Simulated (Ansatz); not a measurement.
# GaHCl₂ (singlet): wave-function methods side by side at a displaced geometry (v2), cc-pVDZ

An exercise on one series of results from a longer session: the logs are not shown, and one member is left open.

Program: Ansatz 0.2.0, Gaussian basis. Level of theory: cc-pVDZ, core rule «outside noble gas», up to 24 orbitals frozen. These are calculated values, not measurements.

Plan: UHF; CCSD(T) on RHF; BCCD(T) on RHF; CISD; CCSDT(Q) on RHF.

8 further runs of the same task are left out: 2 for a known fault of the program, 2 that didn't finish, 4 set aside as unsound or not needed.

### What is computed

The geometry is a PBE0/def2-TZVP stationary point (not a proven minimum) with its atoms shifted at random (size 0.100 Å). No spin-orbit coupling is included. The filled d shell of Ga may be among the frozen orbitals whatever the setting's name suggests; the logs give the count.

4 atoms, charge 0, spin multiplicity 1.

Atoms are counted from 1 here; the program's logs count them from 0.

Bond lengths: Cl1–Ga2 2.130 Å, Ga2–Cl3 2.154 Å, Ga2–H4 1.466 Å. Angles: Cl1–Ga2–Cl3 114.1°, Cl1–Ga2–H4 121.4°, Cl3–Ga2–H4 122.8°.

Geometry (Å):

| atom | x (Å) | y (Å) | z (Å) |
| --- | --- | --- | --- |
| Cl1 | 0.10329 | -0.57715 | 1.79180 |
| Ga2 | -0.06159 | 0.56987 | 0.00488 |
| Cl3 | 0.01503 | -0.60120 | -1.80181 |
| H4 | 0.09814 | 2.02734 | 0.01491 |

Set-up of the first run:

Contents of in.yaml:

```yaml
crystal:
  periodic: [false, false, false]
  atoms:
    - {symbol: Cl, position_ang: [0.103289, -0.577154, 1.791796]}
    - {symbol: Ga, position_ang: [-0.061585, 0.569868, 0.004878]}
    - {symbol: Cl, position_ang: [0.015035, -0.601204, -1.801814]}
    - {symbol: H, position_ang: [0.098144, 2.027340, 0.014912]}
basis:
  gaussian: {orbitals: cc-pVDZ}
magnetization: {spin_polarized: true, initial_magnetization: 0}
hamiltonian: {xc: hf}
output: {orbitals: {seedname: orbitals}}
```

Run with:

```bash
$ ansatz run in.yaml --threads 1 --pin off --events-out ev --progress --plain --max-ram 2393MiB
```

Steps of the session up to this table: UHF; CCSD(T) on RHF; BCCD(T) on RHF; CISD; CCSDT(Q) on RHF.

One of the session's tables, all rows but one given; the rest of the session is left out.

| method | from RCCSDT(Q) (kcal/mol) |
| --- | --- |
| RHF | +230.14 |
| RMP2 | ? |
| RCCSD | +5.50 |
| RCCSD(T) | +0.91 |
| BCCD(T) | +0.88 |
| RCCSDT | +0.46 |
| RCCSDT(Q) | 0 |

**Question.** Estimate the row for RMP2.

As computed: from RCCSDT(Q) (kcal/mol): +25.31. In the column «from RCCSDT(Q) (kcal/mol)» it lies between RCCSD (+5.50) and RHF (+230.14).

Not comparable, so not listed: CISD (they don't share determinant, frozen orbitals or solution with the rows shown, or repeat one).
